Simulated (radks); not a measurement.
# Valence configurations of Ar²⁺

The task here is to estimate one member of a computed series from the others.

Program: radks (a radial shooting solver on a logarithmic mesh, Libxc functionals) version 1. Level of theory: scalar-relativistic Kohn-Sham, PBEsol, spin-polarised, spherical densities, finite nucleus; open shells are filled with parallel spins first. These are calculated values, not measurements, unless marked.

## Starting point

| Property | Result |
| --- | --- |
| element | argon (Z = 18) |
| charge | +2 |
| electrons | 16 |
| configuration | [Ne] 3s2 3p4 |
| nuclear rms radius | 3.4274 fm |
| others tried | 3s1.5 3p4.5; 3s1 3p5; 3p6; 3s0.5 3p5.5 |

The outer shells:

Ar²⁺
```
[Ne] core
3s [↑↓]
3p [↑↓][↑ ][↑ ]
```

The first run:

The run's settings:

```text
Z 18
configuration [Ne] 3s2 3p4
relativity scalar-relativistic
functional pbe_sol,pbe_sol
spin polarised
nucleus finite rms 3.4274 fm
c 137.035999084
```

Run with:

```sh
$ python run_ks.py task.json out
```

All runs below come from this command, one after another.

Steps of the session up to this table: [Ne] 3s2 3p4.

One table of the session follows, with a row left open; its other results are not shown here.

It belongs to the step «[Ne] 3s2 3p4». Sizes of the orbitals, from the radial functions (bohr):

| level | <r> | outermost maximum (interpolated) | 90 % within | nodes |
| --- | --- | --- | --- | --- |
| 2s up | 0.4143 | 0.339 | 0.647 | 1 |
| 2s down | 0.4141 | 0.339 | 0.646 | 1 |
| 2p up | 0.3765 | 0.281 | 0.624 | 0 |
| 2p down | 0.3764 | 0.281 | 0.623 | 0 |
| 3s up | 1.326 | 1.15 | 1.98 | 2 |
| 3s down | 1.335 | 1.15 | 2.00 | 2 |
| 3p up | 1.458 | 1.23 | 2.23 | 1 |
| 3p down | ? | ? | ? | ? |

**Question.** Estimate the row for 3p down.

**Answer.** <r>: 1.478; outermost maximum (interpolated): 1.23; 90 % within: 2.27; nodes: 1. In the column «<r>» it is the highest.
